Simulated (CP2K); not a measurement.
Crystal: WAu.

```
W Au
1.0
     4.11424    0.00000    0.00000
     2.05712    3.56304    0.00000
     2.05712    1.18768    3.35927
W Au
1 1
Direct
  0.00000 0.00000 0.00000
  0.75000 0.75000 0.75000
```

The cell was built by a generator and needn't be a form met in nature.

Base run:

```yaml
Program: CP2K 2026.2
Functional: PW91
Potentials_or_basis: POTENTIAL_UZH W GTH-PBE-q14, Au GTH-PBE-q11; TZVP-MOLOPT-PBE-GTH basis
Density_cutoff: 9524 eV
k_mesh: 8 × 8 × 8
Occupations: fermi-dirac, width 0.05 eV
Spin: no spin polarisation
```

Its results: band gap on the k mesh none (metal or under the smearing width); pressure 1.7 GPa.

Q: After a change of settings the same cell gave: band gap on the k mesh none (metal or under the smearing width); pressure -1.5 GPa. Which change was it?
A. functional from PW91 to HLE17
B. functional from PW91 to PBE
C. functional from PW91 to PBEsol
D. functional from PW91 to vdW-DF-cx

A: D.

Caveats: the potentials were made for another functional, which shifts forces and pressure; the basis of atomic orbitals isn't converged, which shifts pressures, moduli and gaps.
